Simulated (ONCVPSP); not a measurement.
**Silver: generating and testing an ONCV potential**

Aim: build the potential from the settings below, then test how well it stands in for the atom: other configurations, scattering, ghost states and the plane-wave cutoff that it needs.

The numbers are computed with ONCVPSP 4.0.1.1 (patched build) (PBE, scalar-relativistic, spin-unpolarised reference atom).

## 1. The atom and the settings

The settings as typed:

```
element                 : silver (Ag, Z = 47)
type                    : optimised norm-conserving Vanderbilt (ONCV)
frozen core             : [Ar] 3d10
valence charge          : 19
reference configuration : 4s2 4p6 4d10 5s0.5 5p0.5
partial waves           : 4s+5s: rc 1.40 bohr, ncon 5, nbas 10, qcut 8.4 1/bohr, 2 projectors; 4p+5p: rc 1.95 bohr, ncon 4, nbas 8, qcut 7.8 1/bohr, 2 projectors; 4d: rc 1.65 bohr, ncon 4, nbas 9, qcut 6.5 1/bohr, 2 projectors, debl 2.1 Ha; f scattering state at 0.28 Ha: rc 2.00 bohr, ncon 4, nbas 8, qcut 4.9 1/bohr, 1 projector
local potential         : polynomial inside 1.15 bohr (lpopt 5, dvloc0 0 Ha)
core correction         : not asked for
```

The nodes and maxima of the atom's own shells, from an earlier all-electron run, set the scale for the radii.

All-electron outer shells of the reference configuration (PBE, scalar-relativistic, ld1.x):

| shell | level (eV) | outermost node (bohr) | outermost maximum (bohr) |
| --- | --- | --- | --- |
| 3p | -558.54 | 0.15 | 0.32 |
| 3d | -359.52 | – | 0.27 |
| 4s | -96.14 | 0.44 | 0.82 |
| 4p | -59.66 | 0.44 | 0.88 |
| 4d | -8.51 | 0.43 | 1.04 |
| 5s | -5.15 | 1.11 | 2.46 |
| 5p | -1.27 | 1.25 | 3.67 |

## 2. Generating the potential

Ag.dat reads:

```
# ATOM AND REFERENCE CONFIGURATION
# atsym  z   nc   nv     iexc    psfile
  Ag 47.00    6    5        4      upf
#
#   n    l    f
    1    0    2.00
    2    0    2.00
    2    1    6.00
    3    0    2.00
    3    1    6.00
    3    2   10.00
    4    0    2.00
    4    1    6.00
    4    2   10.00
    5    0    0.50
    5    1    0.50
#
# PSEUDOPOTENTIAL AND OPTIMIZATION
# lmax
    3
#
#   l,   rc,      ep,       ncon, nbas, qcut
    0    1.40    0.00    5   10    8.40
    1    1.95    0.00    4    8    7.80
    2    1.65    0.00    4    9    6.50
    3    2.00    0.28    4    8    4.90
#
# LOCAL POTENTIAL
# lloc, lpopt,  rc(5),   dvloc0
    4    5    1.15    0.00
#
# VANDERBILT-KLEINMAN-BYLANDER PROJECTORs
# l, nproj, debl
    0    2    1.70
    1    2    3.90
    2    2    2.10
    3    1    3.00
#
# MODEL CORE CHARGE
# icmod, fcfact, rcfact
    0    0.00    0.00
#
# LOG DERIVATIVE ANALYSIS
# epsh1, epsh2, depsh
   -5.00    5.00    0.04
#
# OUTPUT GRID
# rlmax, drl
    6.00    0.01
#
# TEST CONFIGURATIONS
# ncnf
    4
# nvcnf
#   n    l    f
    5
    4    0    2.00
    4    1    6.00
    4    2   10.00
    5    0    1.00
    5    1    0.00
#
    5
    4    0    2.00
    4    1    6.00
    4    2   10.00
    5    0    0.00
    5    1    0.00
#
    5
    4    0    2.00
    4    1    6.00
    4    2    9.00
    5    0    0.00
    5    1    0.00
#
    5
    4    0    2.00
    4    1    5.00
    4    2   10.00
    5    0    1.00
    5    1    0.00
#
```

Run with:

```console
$ oncvpsp.x < Ag.dat > Ag.out
```

What does the calculation give? Wanted: cutoffs for 1 and 0.1 mHa per electron, occupied waves; bound ghosts; GHOST(+) flags; largest test error; largest phase difference near zero energy, channels read.

As calculated:

```
                                                quantity                                                 value
  cutoffs for 1 and 0.1 mHa per electron, occupied waves                                      32 Ha and 107 Ha
                                            bound ghosts                                            none found
                                          GHOST(+) flags                              s at 322 eV, d at 739 eV
                            largest test error (AE − PS)  -153 meV, for 4s2 4p5 4d10 5s1 5p0 (1 test unsolved)
largest phase difference near zero energy, channels read                                             0.001 rad
```

**Reading.** The worst unpolarised test, 4s2 4p5 4d10 5s1 5p0, is off by 153 meV on 63.4 eV; by total energies transferability rates as fair for so large an energy. That test lies far up in energy; among those under 40 eV, nearer to bonding, the largest error is 0.6 meV. Of the tests 1 gave no usable energy difference, which is a warning in itself. It counts as of middling hardness, with 32 Ha needed at the looser tolerance. The tighter tolerance needs 107 Ha, and converged work needs a cutoff nearer that. No bound ghost shows below the valence levels. Near zero energy the phases of the channels with partial waves agree within 0.001 rad. The program also flags highly localised states, GHOST(+) (s, d).
